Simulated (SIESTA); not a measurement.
**MoS in SIESTA: convergence with vacuum**

Slab: MoS, a slab with vacuum.

```
Mo S
1.0
     3.18413    0.00000    0.00000
    -1.59206    2.75753    0.00000
     0.00000    0.00000   23.33460
Mo S
2 2
Direct
  0.00000 0.00000 0.12856
  0.00000 0.00000 0.87144
  0.33333 0.66667 0.19505
  0.33333 0.66667 0.80495
```

```yaml
Program: SIESTA 5.4.2
Task: single point
Functional: LDA
Potentials_or_basis: PseudoDojo 0.4 standard (LDA files)
Basis: DZP (energy shift 0.003 Ry; two zetas on semicore shells)
Grid_cutoff: 800 Ry
Energy_shift: 0.003 Ry
k_mesh: 8 × 8 × 1
Occupations: fermi-dirac, width 0.05 eV
Spin: no spin polarisation
```

These are the settings of the first run; the series varies vacuum, with any setting tied to it.

Hardware: 1 thread of Arm Neoverse V2, with other jobs on the host.

| vacuum | energy less the tightest run, at zero smearing (meV/atom) | largest force (eV/Å) | SCF cycles | CPU time (s) | peak memory (GiB) |
| --- | --- | --- | --- | --- | --- |
| 6 | -10.11 | 1.088 | 14 | 57 | 0.45 |
| 8 | -0.09 | 1.085 | 13 | 52 | 0.45 |
| 10 | 0.00 | 1.086 | 13 | 52 | 0.47 |
| 12 | 0.00 | 1.085 | 13 | 51 | 0.47 |
| 15 | 0.00 | 1.086 | 13 | 53 | 0.49 |
| 20 | 0.00 | 1.085 | 13 | 52 | 0.5 |

Against the tightest run, the energy stays within 1 meV/atom from 8 on; the largest force stays within 0.005 eV/Å from 6 on. The tightest run that finished is the yardstick and may itself not be fully converged.
